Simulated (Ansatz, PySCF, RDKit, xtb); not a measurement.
# C3H7NO2Si: ranking a sample of isomers

A sample of isomers of C3H7NO2Si is drawn. Aim: find which of them has the lowest free energy at 298.15 K, then its properties. The sample is small against all isomers, and the most stable one of this formula need not be in it.

The funnel: GFN2-xTB relaxations, single points with a density functional, relaxations at PBE-D3(BJ)/def2-SVP, harmonic vibrations (at GFN2-xTB), and a last energy at a higher level. All values are calculated.

**1. Candidates**

Isomers were taken from a list of plausible structures; this is a sample, not all of them. That gives 14 candidates.

| label | SMILES | spin |
| --- | --- | --- |
| c137 | C=CO[SiH2]C(N)=O | singlet |
| c177 | C=NC(=O)CO[SiH3] | singlet |
| c205 | CN[SiH]1OC=CO1 | singlet |
| c426 | C=NC(=O)C[SiH2]O | singlet |
| c473 | N[SiH2]C(C=O)C=O | singlet |
| c499 | COCO[SiH2]C#N | singlet |
| c518 | CO[SiH2]OCC#N | singlet |
| c589 | O=C/C=N\CO[SiH3] | singlet |
| c597 | C=C1CO[Si@H](N)O1 | singlet |
| c652 | N=C[C@@H]1OCO[SiH2]1 | singlet |
| c748 | C[C@H](C#N)O[SiH2]O | singlet |
| c842 | CC(=O)[SiH2]NC=O | singlet |
| c966 | CC(=O)/C=N/[SiH2]O | singlet |
| c967 | O=CC[SiH2]NC=O | singlet |

Candidates are built by distance geometry, with a force field where one applies, in up to four conformers (letters a to d).

**2. Search with GFN2-xTB**

All 42 starts are relaxed the same way. One of them, c518a (taken from a list of plausible isomers, embedded by distance geometry and MMFF94), in full:

start.xyz reads:

```xyz
14
c518a
C     -3.329175    -1.884846     1.669392
C      0.792752    -1.032198     0.078237
C      2.105869    -0.453146    -0.173289
N      3.175681     0.012690    -0.374945
O     -2.000652    -1.545345     1.300270
O     -0.226514     0.005522    -0.042523
Si    -1.776970    -0.425975     0.044074
H     -3.828423    -2.400636     0.877883
H     -3.277114    -2.643992     2.458022
H     -3.872143    -1.077972     2.058549
H     -2.646757     0.741692     0.295531
H     -2.210640    -1.075848    -1.193678
H      0.574297    -1.796402    -0.650610
H      0.742128    -1.411883     1.087553
```

Run with:

```
$ xtb start.xyz --gfn 2 --opt
```

The log of the run, shortened:

```text
* xtb version 6.7.1
[...]
          :  # basis functions                  41          :
[...]
          :  # electrons                        40          :
[...]
          :  Hamiltonian                  GFN2-xTB          :
[...]
          :  net charge                          0          :
          :  unpaired electrons                  0          :
[...]
   *** convergence criteria satisfied after 12 iterations ***
[...]
   *** GEOMETRY OPTIMIZATION CONVERGED AFTER 22 ITERATIONS ***
[...]
   *** convergence criteria satisfied after 3 iterations ***
[...]
         ::                     SUMMARY                     ::
         :::::::::::::::::::::::::::::::::::::::::::::::::::::
         :: total energy             -22.823991997077 Eh    ::
         :: gradient norm              0.000801529749 Eh/a0 ::
         :: HOMO-LUMO gap              5.279292577075 eV    ::
         ::.................................................::
         :: SCC energy               -23.095865166376 Eh    ::
         :: -> isotropic ES            0.059300816530 Eh    ::
         :: -> anisotropic ES          0.002739257808 Eh    ::
         :: -> anisotropic XC          0.013777828698 Eh    ::
         :: -> dispersion             -0.008293327705 Eh    ::
         :: repulsion energy           0.271873169299 Eh    ::
         :: add. restraining           0.000000000000 Eh    ::
         :: total charge               0.000000000000 e     ::
         :::::::::::::::::::::::::::::::::::::::::::::::::::::
[...]
        20        2.0000           -0.4213033             -11.4642 (HOMO)
        21                         -0.2272929              -6.1850 (LUMO)
[...]
          | TOTAL ENERGY              -22.823991997077 Eh   |
          | GRADIENT NORM               0.000801529749 Eh/α |
          | HOMO-LUMO GAP               5.279292577075 eV   |
           -------------------------------------------------
[...]
```

Wall time 0.11 s (4 threads of Arm Neoverse V2, shared host).

**3. What the search left**

42 of the 42 relaxations converged; 2 ended on a minimum already found. 40 distinct structures remain, the lowest 22 here:

```
label  start          SMILES after     spin  energy (kcal/mol)
c597a  drawn     C=C1CO[Si@H](N)O1  singlet                0.0
c597b  drawn     C=C1CO[Si@H](N)O1  singlet                0.0
c205c  drawn        CN[SiH]1OC=CO1  singlet                2.0
c205a  drawn        CN[SiH]1OC=CO1  singlet                2.1
c205b  drawn        CN[SiH]1OC=CO1  singlet                3.9
c748c  drawn   C[C@H](C#N)O[SiH2]O  singlet               17.0
c748a  drawn   C[C@H](C#N)O[SiH2]O  singlet               17.9
c748b  drawn   C[C@H](C#N)O[SiH2]O  singlet               18.6
c518a  drawn         CO[SiH2]OCC#N  singlet               26.0
c518b  drawn         CO[SiH2]OCC#N  singlet               26.6
c966a  drawn    CC(=O)/C=N/[SiH2]O  singlet               38.7
c426a  drawn      C=NC(=O)C[SiH2]O  singlet               42.2
c177a  drawn      C=NC(=O)CO[SiH3]  singlet               44.5
c426b  drawn      C=NC(=O)C[SiH2]O  singlet               45.7
c426d  drawn      C=NC(=O)C[SiH2]O  singlet               45.7
c177b  drawn      C=NC(=O)CO[SiH3]  singlet               46.6
c652b  drawn  N=C[C@@H]1OCO[SiH2]1  singlet               48.9
c652a  drawn  N=C[C@@H]1OCO[SiH2]1  singlet               48.9
c137a  drawn      C=CO[SiH2]C(N)=O  singlet               49.1
c652c  drawn  N=C[C@@H]1OCO[SiH2]1  singlet               50.3
c137d  drawn      C=CO[SiH2]C(N)=O  singlet               50.4
c426c  drawn      C=NC(=O)C[SiH2]O  singlet               50.9
```

**4. Screening with a density functional**

A choice of the minima (the low ones first, few conformers of a pattern, up to a cap) and the lowest that fell apart get a single point at r2SCAN-D4/def2-SVP on the tight-binding geometry, and one at HF/STO-3G for comparison. The lowest singlets are also tried as triplets at the same geometry (label ending in t). Within 30 kcal/mol but not screened, among others: c205b, c748b. The first, c597a:

input.yaml reads:

```yaml
crystal:
  periodic: [false, false, false]
  atoms:
    - {symbol: C, position_ang: [-2.476718, -3.021301, -0.111383]}
    - {symbol: C, position_ang: [-1.876933, -1.920717, 0.310485]}
    - {symbol: C, position_ang: [-2.410938, -0.510106, 0.143359]}
    - {symbol: "N", position_ang: [1.375996, -0.128241, 0.856551]}
    - {symbol: O, position_ang: [-1.447175, 0.380558, 0.628219]}
    - {symbol: O, position_ang: [-0.690495, -1.920069, 0.953064]}
    - {symbol: Si, position_ang: [-0.220244, -0.400458, 1.396171]}
    - {symbol: H, position_ang: [-2.041422, -3.989248, 0.050792]}
    - {symbol: H, position_ang: [-3.417059, -2.970218, -0.626725]}
    - {symbol: H, position_ang: [-3.339789, -0.388782, 0.712902]}
    - {symbol: H, position_ang: [-2.612413, -0.284384, -0.908475]}
    - {symbol: H, position_ang: [-0.295270, -0.232860, 2.833724]}
    - {symbol: H, position_ang: [1.902472, 0.627860, 1.252225]}
    - {symbol: H, position_ang: [1.636251, -0.294191, -0.101882]}
basis:
  gaussian: {orbitals: def2-SVP}
hamiltonian: {xc: {name: r2SCAN}, dispersion: d4}
scf: {lower_state_search: "off"}
```

Run with:

```
$ ansatz run input.yaml --threads 4 --pin off --max-ram 7830MiB --events-out events.jsonl --progress --plain --runs-dir runs
```

The log of the run, shortened:

```text
Warning: RAYON_NUM_THREADS=4 ignored (pool sized by the plan → 4); use --threads N
Functional definition: r2SCAN
  name "r2SCAN"
[...]
1534 factors; their error is unknown
[...]
mean field -16674.16065466 eV, -612.7641019066 hartree, gradient 9.4e-6 eV, S^2 0.000000; 0 other end points of the search recorded, 0 dependent functions left out
reference -16674.16066621 eV, -612.7641023312 hartree; 31, 31 occupied and 106, 106 virtual orbitals, 1534 factors
Total energy: -16674.24930061 eV, -612.7673595851 hartree
Checks for a lower state left out: stability, starts, cluster_reference, orbital_swaps, neighbouring_geometries, increment
```

Run time: 1.4 s. Hardware: 4 threads of Arm Neoverse V2, shared host; peak memory 0.18 GiB.

Relative energies in kcal/mol, each column from its lowest structure that stays in one piece:

```csv
label,SMILES,spin,GFN2-xTB,HF/STO-3G,r2SCAN-D4/def2-SVP
c597b,C=C1CO[Si@H](N)O1,singlet,0.0,0.0,0.0
c597a,C=C1CO[Si@H](N)O1,singlet,0.0,0.3,0.5
c205a,CN[SiH]1OC=CO1,singlet,2.1,1.7,10.5
c205c,CN[SiH]1OC=CO1,singlet,2.0,4.6,14.6
c748a,C[C@H](C#N)O[SiH2]O,singlet,17.9,26.3,22.6
c748c,C[C@H](C#N)O[SiH2]O,singlet,17.0,25.7,24.9
c518a,CO[SiH2]OCC#N,singlet,26.0,28.8,40.3
c518b,CO[SiH2]OCC#N,singlet,26.6,29.7,40.5
c597bt,C=C1CO[Si@H](N)O1,triplet,–,–,94.5
c205at,CN[SiH]1OC=CO1,triplet,–,–,102.7
```

Measured from c597b, GFN2-xTB misplaces c518a by 14 kcal/mol against r2SCAN-D4/def2-SVP, so minima dropped on its energies alone could hide the lowest isomer.

**5. Refinement at PBE-D3(BJ)/def2-SVP**

3 candidates are relaxed at PBE-D3(BJ)/def2-SVP (chosen among the lowest in one piece, one conformer a pattern). The first, c597b:

input.yaml reads:

```yaml
crystal:
  periodic: [false, false, false]
  atoms:
    - {symbol: C, position_ang: [1.019873, -1.058290, -1.182140]}
    - {symbol: C, position_ang: [-0.192465, -0.590323, -0.936763]}
    - {symbol: C, position_ang: [-0.533160, 0.853509, -0.617787]}
    - {symbol: N, position_ang: [-3.660246, -0.887620, 0.651952]}
    - {symbol: O, position_ang: [-1.906808, 0.939864, -0.374068]}
    - {symbol: O, position_ang: [-1.302476, -1.359040, -0.941860]}
    - {symbol: Si, position_ang: [-2.679868, -0.469965, -0.680041]}
    - {symbol: H, position_ang: [1.873935, -0.408297, -1.158951]}
    - {symbol: H, position_ang: [1.180826, -2.095441, -1.408829]}
    - {symbol: H, position_ang: [-0.270459, 1.500619, -1.462457]}
    - {symbol: H, position_ang: [0.010114, 1.198206, 0.268318]}
    - {symbol: H, position_ang: [-3.461132, -0.469987, -1.900331]}
    - {symbol: H, position_ang: [-3.310378, -0.854840, 1.595172]}
    - {symbol: H, position_ang: [-4.367655, -1.590241, 0.544185]}
basis:
  gaussian:
    orbitals: def2-SVP
hamiltonian:
  xc: pbe
  dispersion: d3bj
scf:
  lower_state_search: off
relax:
  f_tol: 0.006
```

Run with:

```
$ ansatz run input.yaml --threads 4 --pin off --max-ram 7830MiB --events-out events.jsonl --progress --plain --runs-dir runs
```

The log of the run:

```text
Warning: RAYON_NUM_THREADS=4 ignored (pool sized by the plan → 4); use --threads N
The last accepted step is kept in runs//last_step.txt (removed where the run ends without a failure and the disk answers)
Functional definition: PBE
  name "PBE"
  parameter kappa = 0.804
  parameter beta = 0.06672455060314922
  exchange = pbe_x(kappa = kappa, mu = beta*pi^2/3)
  correlation = pbe_c(beta = beta)
these checks for a lower state are left out or cut short: stability, starts, cluster_reference, orbital_swaps, neighbouring_geometries, increment
1534 factors; their error is unknown
mean field evaluation 1: about -16648.5106 eV, gradient 8.9e1 eV
mean field evaluation 2: about -16618.1679 eV, gradient 1.4e2 eV
mean field evaluation 4: about -16664.9178 eV, gradient 1.3e1 eV
mean field evaluation 8: about -16665.2521 eV, gradient 1.7e-1 eV
mean field evaluation 16: about -16665.1654 eV, gradient 9.3e-4 eV
mean field -16665.16544698 eV, -612.4335341218 hartree, gradient 2.6e-6 eV, S^2 0.000000; 0 other end points of the search recorded, 0 dependent functions left out
the calculation of the forces begins
reference -16665.16548660 eV, -612.4335355776 hartree; 31, 31 occupied and 106, 106 virtual orbitals, 1534 factors
relax step   1: F+E_penalty+E_count = -16665.49545790 eV  Δ(F+E_penalty+E_count) = +0.000e0 eV  max|allowed force component| = 1.407e0 eV/Å  Δτ_max = 0.0000 Å  (21 SCF iters, accepted)
these checks for a lower state are left out or cut short: stability, starts, cluster_reference, orbital_swaps, neighbouring_geometries, increment
1534 factors; their error is unknown
mean field -16665.34208114 eV, -612.4400253074 hartree, gradient 6.5e-7 eV, S^2 0.000000; 0 other end points of the search recorded, 0 dependent functions left out
the calculation of the forces begins
reference -16665.34212127 eV, -612.4400267822 hartree; 31, 31 occupied and 106, 106 virtual orbitals, 1534 factors
relax step   2: F+E_penalty+E_count = -16665.66894728 eV  Δ(F+E_penalty+E_count) = -1.735e-1 eV  max|allowed force component| = 9.403e-1 eV/Å  Δτ_max = 0.0729 Å  (22 SCF iters, accepted)
these checks for a lower state are left out or cut short: stability, starts, cluster_reference, orbital_swaps, neighbouring_geometries, increment
1534 factors; their error is unknown
mean field evaluation 32: about -16665.4397 eV, gradient 3.5e0 eV
mean field -16665.38581486 eV, -612.4416324917 hartree, gradient 6.0e-7 eV, S^2 0.000000; 0 other end points of the search recorded, 0 dependent functions left out
the calculation of the forces begins
reference -16665.38585511 eV, -612.4416339711 hartree; 31, 31 occupied and 106, 106 virtual orbitals, 1534 factors
relax step   3: F+E_penalty+E_count = -16665.71062613 eV  Δ(F+E_penalty+E_count) = -4.168e-2 eV  max|allowed force component| = 2.076e-1 eV/Å  Δτ_max = 0.0633 Å  (22 SCF iters, accepted)
[... from here on, the SCF cycles and remarks between the steps are left out ...]
relax step   4: F+E_penalty+E_count = -16665.71312387 eV  Δ(F+E_penalty+E_count) = -2.498e-3 eV  max|allowed force component| = 6.362e-2 eV/Å  Δτ_max = 0.0273 Å  (22 SCF iters, accepted)
relax step   5: F+E_penalty+E_count = -16665.71228476 eV  Δ(F+E_penalty+E_count) = +8.391e-4 eV  max|allowed force component| = 1.099e-1 eV/Å  Δτ_max = 0.0563 Å  (21 SCF iters, rejected (line search))
relax step   6: F+E_penalty+E_count = -16665.71537762 eV  Δ(F+E_penalty+E_count) = -2.254e-3 eV  max|allowed force component| = 3.863e-2 eV/Å  Δτ_max = 0.0277 Å  (22 SCF iters, accepted)
relax step   7: F+E_penalty+E_count = -16665.71741921 eV  Δ(F+E_penalty+E_count) = -2.042e-3 eV  max|allowed force component| = 3.841e-2 eV/Å  Δτ_max = 0.0585 Å  (20 SCF iters, accepted)
relax step   8: F+E_penalty+E_count = -16665.71640457 eV  Δ(F+E_penalty+E_count) = +1.015e-3 eV  max|allowed force component| = 1.164e-1 eV/Å  Δτ_max = 0.0285 Å  (22 SCF iters, rejected (line search))
relax step   9: F+E_penalty+E_count = -16665.71783996 eV  Δ(F+E_penalty+E_count) = -4.208e-4 eV  max|allowed force component| = 4.583e-2 eV/Å  Δτ_max = 0.0138 Å  (23 SCF iters, accepted)
relax step  10: F+E_penalty+E_count = -16665.71788433 eV  Δ(F+E_penalty+E_count) = -4.437e-5 eV  max|allowed force component| = 6.086e-2 eV/Å  Δτ_max = 0.0140 Å  (23 SCF iters, accepted)
relax step  11: F+E_penalty+E_count = -16665.71816682 eV  Δ(F+E_penalty+E_count) = -2.825e-4 eV  max|allowed force component| = 4.713e-2 eV/Å  Δτ_max = 0.0224 Å  (22 SCF iters, accepted)
relax step  12: F+E_penalty+E_count = -16665.71808818 eV  Δ(F+E_penalty+E_count) = +7.864e-5 eV  max|allowed force component| = 6.581e-2 eV/Å  Δτ_max = 0.0211 Å  (22 SCF iters, rejected (line search))
relax step  13: F+E_penalty+E_count = -16665.71843704 eV  Δ(F+E_penalty+E_count) = -2.702e-4 eV  max|allowed force component| = 2.560e-2 eV/Å  Δτ_max = 0.0105 Å  (23 SCF iters, accepted)
relax step  14: F+E_penalty+E_count = -16665.71866119 eV  Δ(F+E_penalty+E_count) = -2.242e-4 eV  max|allowed force component| = 1.460e-2 eV/Å  Δτ_max = 0.0286 Å  (21 SCF iters, accepted)
relax step  15: F+E_penalty+E_count = -16665.71868656 eV  Δ(F+E_penalty+E_count) = -2.538e-5 eV  max|allowed force component| = 8.763e-3 eV/Å  Δτ_max = 0.0064 Å  (23 SCF iters, accepted)
relax step  16: F+E_penalty+E_count = -16665.71872662 eV  Δ(F+E_penalty+E_count) = -4.005e-5 eV  max|allowed force component| = 6.559e-3 eV/Å  Δτ_max = 0.0061 Å  (23 SCF iters, accepted)
relax step  17: F+E_penalty+E_count = -16665.71875885 eV  Δ(F+E_penalty+E_count) = -3.223e-5 eV  max|allowed force component| = 1.042e-2 eV/Å  Δτ_max = 0.0097 Å  (23 SCF iters, accepted)
relax step  18: F+E_penalty+E_count = -16665.71877038 eV  Δ(F+E_penalty+E_count) = -1.154e-5 eV  max|allowed force component| = 1.052e-2 eV/Å  Δτ_max = 0.0044 Å  (14 SCF iters, accepted)
relax step  19: F+E_penalty+E_count = -16665.71876088 eV  Δ(F+E_penalty+E_count) = +9.506e-6 eV  max|allowed force component| = 1.187e-2 eV/Å  Δτ_max = 0.0009 Å  (13 SCF iters, rejected (line search))
these checks for a lower state are left out or cut short: stability, starts, cluster_reference, orbital_swaps, neighbouring_geometries, increment
1534 factors; their error is unknown
mean field -16665.39395571 eV, -612.4419316627 hartree, gradient 2.7e-6 eV, S^2 0.000000; 0 other end points of the search recorded, 0 dependent functions left out
the calculation of the forces begins
reference -16665.39399579 eV, -612.4419331356 hartree; 31, 31 occupied and 106, 106 virtual orbitals, 1534 factors
relax step  20: F+E_penalty+E_count = -16665.71877627 eV  Δ(F+E_penalty+E_count) = -5.891e-6 eV  max|allowed force component| = 3.795e-3 eV/Å  Δτ_max = 0.0005 Å  (13 SCF iters, accepted)
Total energy: -16665.71881635 eV, -612.4538700710 hartree
Atom 0 at     1.072251    -1.074340    -1.116616 Å, force     0.000079     0.000111     0.000625 eV/Å
Atom 1 at    -0.168349    -0.576966    -0.957727 Å, force     0.001320     0.001296    -0.001110 eV/Å
Atom 2 at    -0.515083     0.890126    -0.672999 Å, force    -0.000595    -0.001346     0.000226 eV/Å
Atom 3 at    -3.631513    -0.999753     0.662229 Å, force    -0.000059     0.001902     0.002100 eV/Å
Atom 4 at    -1.892149     0.982889    -0.321197 Å, force    -0.000873    -0.001207     0.000516 eV/Å
Atom 5 at    -1.299009    -1.344666    -1.048284 Å, force    -0.000729    -0.000218    -0.001284 eV/Å
Atom 6 at    -2.712650    -0.449844    -0.663333 Å, force     0.003795     0.000708    -0.000317 eV/Å
Atom 7 at     1.945053    -0.413078    -1.026546 Å, force    -0.000047    -0.001411    -0.000455 eV/Å
Atom 8 at     1.227715    -2.137152    -1.346064 Å, force    -0.000237     0.001392     0.000713 eV/Å
Atom 9 at    -0.310832     1.515379    -1.573507 Å, force     0.000078     0.000768    -0.001028 eV/Å
Atom 10 at     0.109591     1.289444     0.154778 Å, force     0.001401     0.000444     0.001330 eV/Å
Atom 11 at    -3.626613    -0.429337    -1.842368 Å, force    -0.002056    -0.000590    -0.002279 eV/Å
Atom 12 at    -3.260149    -1.093907     1.608516 Å, force    -0.000659    -0.000337     0.000738 eV/Å
Atom 13 at    -4.538163    -1.450639     0.539518 Å, force    -0.001419    -0.001512     0.000225 eV/Å
Dipole moment:    -0.275105    -0.048143     0.249703 e Å
Checks for a lower state left out: stability, starts, cluster_reference, orbital_swaps, neighbouring_geometries, increment
```

Run time: 21 s. Hardware: 4 threads of Arm Neoverse V2, shared host; peak memory 0.18 GiB.

Energy change by step (eV): 0.0000, -0.1735, -0.2152, -0.2177, -0.2168, -0.2199, -0.2220, -0.2209, -0.2224, -0.2224, -0.2227, -0.2226, -0.2230, -0.2232, -0.2232, -0.2233, -0.2233, -0.2233, -0.2233, -0.2233.

After the run. Bond lengths: C1–C2 1.346 Å, C2–C3 1.534 Å, C3–O5 1.424 Å, C2–O6 1.370 Å, N4–Si7 1.704 Å, O5–Si7 1.686 Å, O6–Si7 1.717 Å, C1–H8 1.099 Å, C1–H9 1.098 Å, C3–H10 1.115 Å, C3–H11 1.111 Å, Si7–H12 1.492 Å, N4–H13 1.021 Å, N4–H14 1.020 Å. Some angles: C1–C2–C3 125.7°, C1–C2–O6 123.1°, C3–C2–O6 111.2°, C2–C3–O5 109.1°, C3–O5–Si7 111.4°, C2–O6–Si7 111.9°, N4–Si7–O5 112.3°, N4–Si7–O6 116.8°, O5–Si7–O6 95.0°, C2–C1–H8 120.0°.

(Part 1 of 3 ends here.)
